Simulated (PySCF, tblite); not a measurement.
# C₈H₉ClSi: geometry, infrared bands and NMR shifts

Aim: predict the infrared bands and NMR shifts of C₈H₉ClSi (`C#C/C=C1/C(=C)C[C@H]1[SiH2]Cl`).

Computed with tblite 0.8.0 and PySCF 2.14.0, with density-fitted response routines of our own, on a single molecule in the gas phase. Atoms are numbered from 0 throughout.

**1. Starting geometry**

19 atoms, charge 0, multiplicity 1; geometry from: force field or distance geometry start.

Bonds of the start (Å): C0–C1 1.21, C1–C2 1.41, C2–C3 1.36, C3–C4 1.42, C4–C5 1.34, C4–C6 1.52, C6–C7 1.56, C7–Si8 1.92, Si8–Cl9 2.06, C7–C3 1.52, C0–H10 1.05, C2–H11 1.09, C5–H12 1.08, C5–H13 1.08, C6–H14 1.10, C6–H15 1.11, C7–H16 1.09, Si8–H17 1.48, Si8–H18 1.49.

**2. Optimising the geometry with GFN2-xTB**

The job: settings as JSON, then the geometry in Å.

```
{"job": {"kind": "relax", "xc": "GFN2-xTB", "basis": "xTB"}, "charge": 0, "multiplicity": 1}
C      3.211100    -1.796400    -0.306100
C      1.999300    -1.732200    -0.355500
C      0.593400    -1.673200    -0.389600
C     -0.154700    -0.543200    -0.372800
C     -1.555600    -0.293500    -0.420300
C     -2.652300    -1.055800    -0.464000
C     -1.340700     1.207700    -0.457200
C      0.182100     0.933800    -0.288200
Si     0.919000     1.540000     1.378700
Cl     0.896200     3.595200     1.397700
H      4.263000    -1.845700    -0.271700
H      0.058000    -2.622700    -0.465300
H     -3.635900    -0.600300    -0.505900
H     -2.571000    -2.137400    -0.439300
H     -1.601600     1.711000    -1.395600
H     -1.833200     1.770100     0.362200
H      0.775500     1.320800    -1.122300
H      2.329500     1.123800     1.553800
H      0.108000     1.107400     2.553700
```

Started as:

```
$ OMP_NUM_THREADS=1 python probes_run.py task.json out
```

This one command runs all jobs of the session in turn.

Log:

```text
step      E/eV     max force
  0    -759.44598    1.804
  1    -759.47490    2.380
  2    -759.49962    1.578
  3    -759.51939    0.645
  4    -759.52990    0.217
  5    -759.53628    0.228
  6    -759.53871    0.179
  7    -759.54013    0.105
  8    -759.54193    0.151
  9    -759.54414    0.157
 10    -759.54537    0.090
 11    -759.54619    0.061
 12    -759.54665    0.052
 13    -759.54704    0.057
 14    -759.54740    0.066
 15    -759.54774    0.053
 16    -759.54803    0.043
 17    -759.54824    0.033
 18    -759.54841    0.033
 19    -759.54857    0.030
 20    -759.54873    0.034
 21    -759.54890    0.033
 22    -759.54907    0.027
 23    -759.54926    0.030
 24    -759.54951    0.044
 25    -759.54982    0.055
 26    -759.55016    0.045
 27    -759.55045    0.037
 28    -759.55069    0.033
 29    -759.55093    0.042
 30    -759.55122    0.051
 31    -759.55152    0.042
 32    -759.55178    0.030
 33    -759.55200    0.034
 34    -759.55221    0.032
 35    -759.55240    0.030
 36    -759.55255    0.022
 37    -759.55267    0.024
 38    -759.55278    0.023
 39    -759.55288    0.022
 40    -759.55298    0.021
 41    -759.55303    0.018
 42    -759.55307    0.015
 43    -759.55309    0.013
 44    -759.55312    0.011
 45    -759.55314    0.011
 46    -759.55317    0.012
 47    -759.55319    0.013
 48    -759.55322    0.014
 49    -759.55325    0.012
 50    -759.55328    0.013
 51    -759.55330    0.014
 52    -759.55332    0.011
 53    -759.55334    0.009
```

Wall time 0.88 s (1 thread of Arm Neoverse N1, shared host); peak memory 0.18 GiB.

Step by step: (not every step is listed)

```tsv
step	energy from step 0 (eV)	largest force (eV/Å)
0	0.0000	1.8035
1	-0.0289	2.3796
2	-0.0536	1.5779
3	-0.0734	0.6447
4	-0.0839	0.2168
5	-0.0903	0.2279
6	-0.0927	0.1785
7	-0.0942	0.1046
8	-0.0960	0.1512
12	-0.1007	0.0518
16	-0.1021	0.0434
20	-0.1028	0.0340
24	-0.1035	0.0442
28	-0.1047	0.0325
32	-0.1058	0.0303
36	-0.1066	0.0222
40	-0.1070	0.0212
44	-0.1071	0.0112
48	-0.1072	0.0145
49	-0.1073	0.0124
50	-0.1073	0.0132
51	-0.1073	0.0136
52	-0.1073	0.0113
53	-0.1074	0.0086
```

Close pairs (by a distance rule), those that changed most:

```tsv
bond	before (Å)	after (Å)	change (Å)
Si8–Cl9	2.055	2.020	-0.035
C3–C4	1.424	1.455	+0.032
Si8–H18	1.492	1.462	-0.030
Si8–H17	1.481	1.458	-0.023
C6–H15	1.109	1.090	-0.019
C7–Si8	1.921	1.902	-0.018
C2–C3	1.355	1.338	-0.018
C0–C1	1.215	1.202	-0.012
```

The next job starts from the end point, and lists it.

**3. Harmonic vibrations with GFN2-xTB**

The job: settings as JSON, then the geometry in Å.

```
{"job": {"kind": "ir", "xc": "GFN2-xTB", "basis": "xTB"}, "charge": 0, "multiplicity": 1}
C      3.187751    -1.684994    -0.273849
C      1.985867    -1.660602    -0.298115
C      0.582295    -1.661264    -0.349591
C     -0.153042    -0.543995    -0.346542
C     -1.580630    -0.273442    -0.429873
C     -2.670273    -1.026518    -0.468357
C     -1.338658     1.215748    -0.451301
C      0.177189     0.924207    -0.285585
Si     0.952691     1.487324     1.357558
Cl     0.954124     3.507170     1.394125
H      4.235997    -1.703261    -0.249754
H      0.105495    -2.631570    -0.411852
H     -3.654194    -0.592724    -0.530462
H     -2.615948    -2.101747    -0.438733
H     -1.605121     1.692076    -1.394438
H     -1.807484     1.770367     0.361439
H      0.784208     1.258726    -1.130491
H      2.326074     1.011896     1.470008
H      0.123857     1.021853     2.468352
```

Log:

```text
mode    cm-1     km/mol
  1      27.7      1.29
  2      53.3      0.12
  3      76.6      0.92
  4      91.0      0.86
  5     110.4      1.24
  6     164.6      1.15
  7     233.6      0.54
  8     246.1      0.71
  9     294.5      0.72
 10     356.4      1.09
 11     423.1      0.76
 12     473.0     44.11
 13     479.5     18.11
 14     504.2     38.36
 15     527.7     17.65
 16     567.8      5.30
 17     617.9     36.97
 18     630.7      9.81
 19     659.4     17.94
 20     692.2    119.76
 21     707.9    358.41
 22     733.5      6.55
 23     773.8    187.28
 24     808.1      2.94
 25     875.7     35.37
 26     881.2     22.67
 27     925.4      0.96
 28     949.7      5.23
 29    1031.7      4.59
 30    1050.2      0.91
 31    1065.8      7.81
 32    1079.0     13.61
 33    1138.9     35.29
 34    1197.7      7.88
 35    1221.5      0.73
 36    1235.3     25.07
 37    1276.5     26.95
 38    1404.2      0.83
 39    1460.2      1.37
 40    1680.5     18.78
 41    1724.6     12.53
 42    2242.0      0.45
 43    2264.0    237.18
 44    2307.5    140.47
 45    2940.5     32.53
 46    2980.3     33.26
 47    2998.1     33.74
 48    3041.1     26.46
 49    3099.7     20.32
 50    3124.6     30.34
 51    3397.9      4.83
```

It took 1.7 s on 1 thread of Arm Neoverse N1, shared host; peak memory 0.18 GiB.

The strongest bands and the atoms that carry them (share of the mass-weighted mode):

```tsv
cm⁻¹	km/mol	atoms
473	44.1	H17 32 %, Si8 24 %, H18 21 %
504	38.4	Si8 20 %, Cl9 16 %, C4 13 %, C1 13 %
618	37.0	H10 57 %
692	119.8	H18 13 %, H17 12 %, H13 11 %, H10 11 %
708	358.4	H18 35 %, H17 27 %, Si8 12 %
774	187.3	H18 49 %, H17 45 %
2264	237.2	H18 92 %
2308	140.5	H17 92 %
```

**4. Shielding tensors: PBE0/pcSseg-1**

Same as in step 3 but for these lines:

```diff
@@ -1,2 +1,2 @@
-{"job": {"kind": "ir", "xc": "GFN2-xTB", "basis": "xTB"}, "charge": 0, "multiplicity": 1}
+{"job": {"kind": "nmr", "xc": "PBE0", "basis": "pcSseg-1"}, "charge": 0, "multiplicity": 1}
 C      3.187751    -1.684994    -0.273849
```

Method: GIAO PBE0/pcSseg-1 NMR shielding, non-relativistic, gas phase.

Log:

```text
coarse grid: 17520 points
cycle   1  E = -1059.0407602649  dE =  1.530e+00  |g| = 4.531e-01  |ddm| = 4.536e+00
cycle   2  E = -1059.0521047294  dE = -1.134e-02  |g| = 4.155e-01  |ddm| = 1.089e+00
cycle   3  E = -1059.0965162360  dE = -4.441e-02  |g| = 5.128e-02  |ddm| = 4.988e-01
cycle   4  E = -1059.0967631918  dE = -2.470e-04  |g| = 4.033e-02  |ddm| = 8.908e-02
cycle   5  E = -1059.0971602764  dE = -3.971e-04  |g| = 1.391e-02  |ddm| = 4.535e-02
cycle   6  E = -1059.0972051054  dE = -4.483e-05  |g| = 3.528e-03  |ddm| = 1.270e-02
cycle   7  E = -1059.0972079455  dE = -2.840e-06  |g| = 1.159e-03  |ddm| = 3.745e-03
final grid: 161688 points
cycle   8  E = -1059.1579057612  dE = -4.778e-05  |g| = 7.973e-03  |ddm| = 5.582e-02
cycle   9  E = -1059.1578968824  dE =  8.879e-06  |g| = 9.763e-03  |ddm| = 1.939e-02
cycle  10  E = -1059.1579204244  dE = -2.354e-05  |g| = 2.610e-03  |ddm| = 1.198e-02
cycle  11  E = -1059.1579221213  dE = -1.697e-06  |g| = 3.354e-04  |ddm| = 2.490e-03
cycle  12  E = -1059.1579221405  dE = -1.921e-08  |g| = 1.702e-04  |ddm| = 3.691e-04
cycle  13  E = -1059.1579221470  dE = -6.476e-09  |g| = 6.248e-05  |ddm| = 1.750e-04
cycle  14  E = -1059.1579221479  dE = -9.109e-10  |g| = 1.819e-05  |ddm| = 5.885e-05
converged SCF energy = -1059.1579221479

GIAO shielding tensors (ppm)
atom      isotropic    diamagn.    paramagn.     s11        s22        s33       span
  0 C       89.568     259.706    -170.137     32.527     48.941    187.237    154.710
  1 C      100.927     255.732    -154.805      0.760      7.908    294.111    293.351
  2 C       81.857     255.613    -173.756    -11.578     94.515    162.633    174.211
  3 C       24.630     256.086    -231.455    -89.323     28.333    134.880    224.203
  4 C       33.897     259.992    -226.096    -76.248     39.412    138.526    214.774
  5 C       72.609     254.568    -181.959    -32.571     80.680    169.717    202.288
  6 C      155.583     251.930     -96.347    145.273    149.904    171.573     26.300
  7 C      154.148     252.932     -98.783    133.298    155.637    173.510     40.213
  8 Si     368.843     877.980    -509.136    336.616    368.711    401.203     64.588
  9 Cl    1017.606    1147.542    -129.936    964.215   1023.491   1065.112    100.897
 10 H       28.607      34.662      -6.055     24.833     25.488     35.501     10.668
 11 H       25.800      30.278      -4.477     22.139     26.651     28.611      6.473
 12 H       26.412      28.821      -2.409     23.427     25.176     30.632      7.204
 13 H       25.941      31.190      -5.249     23.217     24.628     29.978      6.761
 14 H       28.659      29.998      -1.339     25.248     26.841     33.888      8.641
 15 H       28.992      30.413      -1.421     24.647     29.644     32.685      8.038
 16 H       28.566      31.278      -2.712     26.468     27.154     32.076      5.608
 17 H       26.061      29.199      -3.138     20.576     26.186     31.421     10.845
 18 H       26.920      28.899      -1.979     23.080     26.219     31.461      8.381
```

Run time: 98 s. Hardware: 1 thread of Arm Neoverse N1, shared host; peak memory 0.99 GiB.

Shifts follow as δ = σ(reference) − σ, with reference shieldings (ppm) from runs at the same level and on the same kind of geometry: ¹H TMS 31.72, ¹³C TMS 186.9, ²⁹Si TMS 349.2, ³⁵Cl HCl 950. The references are single molecules in the gas phase.

```tsv
atoms	environment	σ (ppm)	δ (ppm)	δ scaled to CDCl3
C3	fully substituted alkene carbon	24.6	162.3	156.5
C4	fully substituted alkene carbon	33.9	153.0	147.4
C5	terminal =CH2 carbon	72.6	114.3	109.7
C2	alkene CH	81.9	105.1	100.6
C0	terminal alkyne carbon	89.6	97.4	93.1
C1	alkyne carbon	100.9	86.0	82.0
C7	allylic sp3 CH bonded to Si	154.1	32.8	30.1
C6	allylic sp3 CH2	155.6	31.3	28.7
H11	hydrogen on an alkene CH	25.80	5.92	5.68
H13	hydrogen on a terminal =CH2 carbon	25.94	5.78	5.55
H17	hydrogen on a silicon bonded to C, Cl	26.06	5.66	–
H12	hydrogen on a terminal =CH2 carbon	26.41	5.31	5.11
H18	hydrogen on a silicon bonded to C, Cl	26.92	4.80	–
H16	hydrogen on an allylic sp3 CH bonded to Si	28.57	3.15	3.08
H10	hydrogen on a terminal alkyne carbon	28.61	3.11	3.04
H14	hydrogen on an allylic sp3 CH2	28.66	3.06	2.99
H15	hydrogen on an allylic sp3 CH2	28.99	2.73	2.67
Si8	silicon bonded to C, Cl, 2 H	368.8	-19.7	–
Cl9	chlorine bonded to Si	1018	-68	–
```

The scaled column applies a straight-line fit of computed shieldings to shifts measured in CDCl3, with any fitted terms for Cl, Br or S neighbours (root-mean-square error 0.16 ppm for H, 1.9 ppm for C).

Charges from the same density, by scheme (e):

```tsv
atoms	Mulliken	IAO	Hirshfeld	ESP fit
C0	-0.36	-0.24	-0.11	-0.53
C1	0.27	-0.03	-0.04	0.19
C2	-0.08	-0.19	-0.05	-0.30
C3	-0.09	0.03	0.01	0.00
C4	-0.34	0.01	0.00	0.27
C5	-0.03	-0.32	-0.10	-0.61
C6	-0.03	-0.27	-0.07	-0.37
C7	-0.50	-0.40	-0.12	-0.11
Si8	0.74	0.81	0.34	0.24
Cl9	-0.33	-0.32	-0.13	-0.18
```

Mayer bond orders: C0–C1 2.37, C1–C2 1.15, C2–C3 1.73, C3–C4 1.02, C4–C5 2.00, C4–C6 1.06, C6–C7 1.05, C7–Si8 0.85, Si8–Cl9 0.96, C7–C3 1.00.

Ring of atoms C3, C4, C6, C7: NICS(0) 3.4, NICS(1) -1.4, NICS(1)zz 1.7 ppm (means of both faces).

**5. What came out**

| quantity | value |
| --- | --- |
| strongest single infrared mode (GFN2-xTB) | 708 cm⁻¹, 358 km/mol |
| zero-point energy (GFN2-xTB) | 84.1 kcal/mol |
| ¹³C shifts against TMS (PBE0/pcSseg-1) | 162.3, 153.0, 114.3, 105.1, 97.4, 86.0, 32.8, 31.3 ppm |
| ¹H shifts against TMS (PBE0/pcSseg-1) | 5.92, 5.78, 5.66, 5.31, 4.80, 3.15, 3.11, 3.06, 2.73 ppm |
| ²⁹Si shifts against TMS (PBE0/pcSseg-1) | -19.7 ppm |
| ³⁵Cl shifts against HCl (PBE0/pcSseg-1) | -68 ppm |

Over 53 steps the energy fell by 0.107 eV; of the close pairs, Si8–Cl9 changed most, 2.055 to 2.020 Å. No mode is imaginary among the 51: a minimum at this level. The strongest single mode, at 708 cm⁻¹, is carried by H18, H17, Si8. GFN2-xTB is a fitted tight-binding method: band positions and strengths are rough. Its intensities can rank the bands wrongly. The most deshielded hydrogen is H11 (hydrogen on an alkene CH), at 5.92 ppm: attached to an sp2 carbon and in the plane of the double bond. At PBE0/pcSseg-1: Shielding is most anisotropic at C1 (span 293 ppm, paramagnetic term -155 ppm).
